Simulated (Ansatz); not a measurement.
**NaScSe2: the cell at several levels of theory**

An exercise on one series of results from a longer session: the logs are not shown, and one member is left open.

Program: Ansatz 0.2.0. PAW datasets, plane waves, zero pressure. These are computed values for a spin-unpolarised cell that may be hypothetical; none is a measurement.

### The structure to begin with

Space group P4/mmm (No. 123), tetragonal; a = 4.167 Å, c = 5.893 Å in the conventional setting, 25.58 Å³ an atom. Around Na lie 6 Se at 2.95 Å; around Se lie 2 Na at 2.95 Å and 4 Sc at 2.95 Å; around Sc lie 6 Se at 2.95 Å; around Se lie 2 Sc at 2.95 Å and 4 Na at 2.95 Å.

As a file:

```
CELL_PARAMETERS angstrom
4.16670 0.00000 0.00000
0.00000 4.16670 0.00000
0.00000 0.00000 5.89260
ATOMIC_POSITIONS crystal
Na 0.00000 0.00000 0.00000
Se 0.00000 0.00000 0.50000
Sc 0.50000 0.50000 0.50000
Se 0.50000 0.50000 0.00000
```

The first run:

Input file input.yaml:

```yaml
crystal:
  lattice:
    - [4.1666952975, 0.0, 0.0]
    - [0.0, 4.1666952975, 0.0]
    - [0.0, 0.0, 5.892597]
  atoms:
    - { symbol: Na, position: [0.0, 0.0, 0.0] }
    - { symbol: Se, position: [0.0, 0.0, 0.5] }
    - { symbol: Sc, position: [0.5, 0.5, 0.5] }
    - { symbol: Se, position: [0.5, 0.5, 0.0] }
kpoints:
  mp_grid: { grid: [6, 6, 4] }
hamiltonian:
  xc: pbe
scf:
  occupations: { method: fermi_dirac, width: 0.02 }
relax:
  f_tol: 0.005
  cell: {}
```

On the command line:

```
ansatz run input.yaml --threads 2 --pin off --max-ram 2211MiB --backend cpu --events-out ev --progress --plain --runs-dir out
```

Among the steps run: PBE: cell and atoms; Relaxing with r2SCAN; PBEsol: cell and atoms; Relaxing with LDA; Relaxing with HSE06.

One of the session's tables, all rows but one given; the rest of the session is left out.

It belongs to the step «The cells side by side». 

| level | a (Å) | c (Å) | volume (Å³/atom) |
| --- | --- | --- | --- |
| PBE | 4.025 | 5.462 | 22.121 |
| r2SCAN | 4.005 | 5.428 | 21.760 |
| PBEsol | ? | ? | ? |
| LDA | 3.901 | 5.350 | 20.350 |
| HSE06 | 4.010 | 5.408 | 21.740 |

Q: Estimate the row for PBEsol from the others.

As computed: a (Å): 3.958; c (Å): 5.402; volume (Å³/atom): 21.158. In the column «a (Å)» it lies between LDA (3.901) and r2SCAN (4.005).

What this shows: From the start to the first minimum the volume moved by -13.5 %. The volume runs from LDA (least) to PBE (most), a spread of 8.7 %, or 2.8 % in length if all axes shared it alike. The meshes differ: PBE 6×6×4, r2SCAN 6×6×4, PBEsol 6×6×4, LDA 6×6×4, HSE06 4×4×4.
